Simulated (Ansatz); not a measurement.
# Hf8H2CO18: the cost of one run

Program: Ansatz 0.2.0. Level of theory: DFT PBE+D3(BJ), scalar-relativistic, plane waves, PAW. These are calculated values, not measurements.

2 further runs of the same task are left out: 2 set aside as unsound or not needed.

### 1 The structure to begin with

It takes space group Pm (No. 6, monoclinic). The conventional cell has a = 6.327 Å, b = 3.587 Å, c = 20.743 Å, α = 90.00°, β = 90.00°, γ = 90.00°. O (site symmetry m) is surrounded by 1 Hf at 2.07 Å. O (site symmetry m) has 2 Hf at 2.07 Å in its first shell of neighbours. Hf (site symmetry m) is surrounded by 4 O at 2.04 to 2.07 Å. Hf (site symmetry m) has 4 O at 2.07 to 2.19 Å in its first shell of neighbours. O (site symmetry m) is surrounded by 3 Hf at 2.07 to 2.25 Å. O (site symmetry m) is surrounded by 2 Hf at 2.05 to 2.07 Å. Around O (site symmetry m) lie 4 Hf at 2.04 to 2.32 Å. Around O (site symmetry m) lie 3 Hf at 2.08 to 2.19 Å. Only part of the 12 independent sites is listed.

Structure file:

```
CELL_PARAMETERS angstrom
7.17473 0.00000 0.00000
0.00000 6.32742 0.00000
0.00000 0.00000 20.74329
ATOMIC_POSITIONS crystal
O 0.25000 0.52675 0.38567
O 0.75000 0.52675 0.38567
O 0.00000 0.95541 0.40064
O 0.50000 0.95541 0.40064
Hf 0.25000 0.82144 0.42877
Hf 0.75000 0.82144 0.42877
Hf 0.00000 0.32144 0.42877
Hf 0.50000 0.32144 0.42877
O 0.25000 0.18747 0.45690
O 0.75000 0.18747 0.45690
O 0.00000 0.61613 0.47187
O 0.50000 0.61613 0.47187
O 0.25000 0.84345 0.52685
O 0.75000 0.84345 0.52685
O 0.00000 0.27673 0.53349
O 0.50000 0.27673 0.53349
Hf 0.25000 0.14426 0.56440
Hf 0.75000 0.14426 0.56440
Hf 0.00000 0.65762 0.57002
Hf 0.50000 0.65762 0.57002
O 0.25000 0.49948 0.59965
O 0.75000 0.49948 0.59965
O 0.00000 0.95893 0.60985
O 0.50000 0.95893 0.60985
```

Miller indices refer to the conventional cell of the relaxed bulk, P4_2/nmc (No. 137): a = 3.587 Å, b = 3.587 Å, c = 5.212 Å, α = 90.00°, β = 90.00°, γ = 90.00°.

It is a (101) slab, 4.7 Å thick as cut, with 16 Å of vacuum, in a 2×1 surface cell; its outer planes are O (top) and O (bottom). An earlier relaxation, lower half held, gave -134889.4140 eV, gap on the mesh 3.82 eV, ionisation potential 6.41 eV (top face), 6.34 eV (bottom face), electron affinity 2.59 eV (top face), 2.52 eV (bottom face), dipole along +c -0.019 e·Å per cell.

### 2 HCOOH, donor, over a hollow (nearest O) site

The input, input.yaml:

```yaml
crystal:
  lattice:
    - [7.1747300957, 0.0, 0.0]
    - [0.0, 6.3274197349, 0.0]
    - [0.0, 0.0, 24.9955884623]
  atoms:
    - { symbol: O, position: [0.25, 0.526746358, 0.3200564776] }
    - { symbol: O, position: [0.75, 0.526746358, 0.3200564776] }
    - { symbol: O, position: [0.0, 0.9554113506, 0.332485023] }
    - { symbol: O, position: [0.5, 0.9554113506, 0.332485023] }
    - { symbol: Hf, position: [0.25, 0.8214384724, 0.3558268302] }
    - { symbol: Hf, position: [0.75, 0.8214384724, 0.3558268302] }
    - { symbol: Hf, position: [0.0, 0.3214384724, 0.3558268302] }
    - { symbol: Hf, position: [0.5, 0.3214384724, 0.3558268302] }
    - { symbol: O, position: [0.25, 0.1874655942, 0.3791686374] }
    - { symbol: O, position: [0.75, 0.1874655942, 0.3791686374] }
    - { symbol: O, position: [0.0, 0.6161305868, 0.3915971828] }
    - { symbol: O, position: [0.5, 0.6161305868, 0.3915971828] }
    - { symbol: O, position: [0.25, 0.8434514605, 0.4372181306] }
    - { symbol: O, position: [0.75, 0.8434514605, 0.4372181306] }
    - { symbol: O, position: [0.0, 0.2767261951, 0.4427336318] }
    - { symbol: O, position: [0.5, 0.2767261951, 0.4427336318] }
    - { symbol: Hf, position: [0.25, 0.1442603008, 0.4683800513] }
    - { symbol: Hf, position: [0.75, 0.1442603008, 0.4683800513] }
    - { symbol: Hf, position: [0.0, 0.6576223275, 0.4730476679] }
    - { symbol: Hf, position: [0.5, 0.6576223275, 0.4730476679] }
    - { symbol: O, position: [0.25, 0.4994792113, 0.4976354866] }
    - { symbol: O, position: [0.75, 0.4994792113, 0.4976354866] }
    - { symbol: O, position: [0.0, 0.9589341345, 0.5060998305] }
    - { symbol: O, position: [0.5, 0.9589341345, 0.5060998305] }
    - { symbol: O, position: [1.0222398648, 0.2535669047, 0.6434160616] }
    - { symbol: C, position: [0.9793096962, 0.3854032709, 0.6006645175] }
    - { symbol: O, position: [1.0, 0.321869756, 0.553308161] }
    - { symbol: H, position: [1.0705628988, 0.1051822172, 0.6371189504] }
    - { symbol: H, position: [0.9278847171, 0.5433111547, 0.608141837] }
basis:
  ecutwfc: 420
kpoints:
  mp_grid: { grid: [2, 3, 1] }
hamiltonian:
  xc: pbe
  dispersion: d3bj
scf:
  occupations: { method: gaussian, width: 0.05 }
output:
  forces: true
  eigenvalues: true
relax:
  adjacent_minimum: "off"
  f_tol: 0.04
  max_steps: 100
  constraints: [{ sites: [0, 1, 2, 3, 4, 5, 6, 7, 8, 9, 10, 11] }]
efield:
  axis: 3
  dipole_correction: true
  ramp_width: 0.04
```

The run is started by

```bash
$ ansatz run input.yaml --threads 4 --pin off --max-ram 10240MiB --backend cpu --events-out ev --progress --plain --runs-dir out
```

Q: Estimate wall time and peak memory on 4 threads of Intel Xeon at 2.70GHz, shared host.

About 22 min, with a peak of 3.3 GiB.
